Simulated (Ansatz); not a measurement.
# FH4HfNO2: the cost of one run

Method: RKS PBE0/def2-SVP, in Ansatz 0.2.0.

### Step 1. The structure to begin with

Bond lengths: Hf1–F2 1.980 Å, Hf1–O3 2.070 Å, O3–H4 1.010 Å, Hf1–O5 2.069 Å, O5–H6 1.010 Å, Hf1–N7 2.208 Å, N7–H8 1.060 Å, N7–H9 1.060 Å. Angles: F2–Hf1–O3 109.4°, F2–Hf1–O5 109.5°, F2–Hf1–N7 109.5°, O3–Hf1–O5 109.5°, O3–Hf1–N7 109.5°, O5–Hf1–N7 109.5°, Hf1–O3–H4 109.5°, Hf1–O5–H6 109.5°, Hf1–N7–H8 120.0°, Hf1–N7–H9 120.0°, H8–N7–H9 120.0°.

Structure file:

```xyz
9

Hf    0.0000    0.0000    0.0000
F     0.0000    0.0000    1.9800
O     1.9520    0.0000   -0.6893
H     2.2684   -0.9521   -0.8060
O    -0.9750    1.6891   -0.6893
H    -1.9328    1.4584   -0.9117
N    -1.0409   -1.8034   -0.7359
H    -1.5759   -2.4197   -0.0595
H    -1.0055   -2.0526   -1.7656
```

### Step 2. Relaxing the start

Contents of input.yaml:

```yaml
crystal:
  periodic: [false, false, false]
  atoms:
    - { symbol: Hf, position_ang: [0.0, 0.0, 0.0] }
    - { symbol: F, position_ang: [0.0, 0.0, 1.98] }
    - { symbol: O, position_ang: [1.952, 0.0, -0.6893] }
    - { symbol: H, position_ang: [2.2684, -0.9521, -0.806] }
    - { symbol: O, position_ang: [-0.975, 1.6891, -0.6893] }
    - { symbol: H, position_ang: [-1.9328, 1.4584, -0.9117] }
    - { symbol: "N", position_ang: [-1.0409, -1.8034, -0.7359] }
    - { symbol: H, position_ang: [-1.5759, -2.4197, -0.0595] }
    - { symbol: H, position_ang: [-1.0055, -2.0526, -1.7656] }
basis:
  gaussian: { orbitals: def2-SVP }
hamiltonian:
  xc: pbe0
relax:
  f_tol: 0.02
  max_steps: 40
```

Command:

```console
$ ansatz run input.yaml --threads 2 --pin off --max-ram 3072MiB --backend cpu --events-out ev --progress --plain --runs-dir out
```

What time and memory should one allow on 2 threads of AMD EPYC, shared host?

About 4.3 min, with a peak of 0.28 GiB.
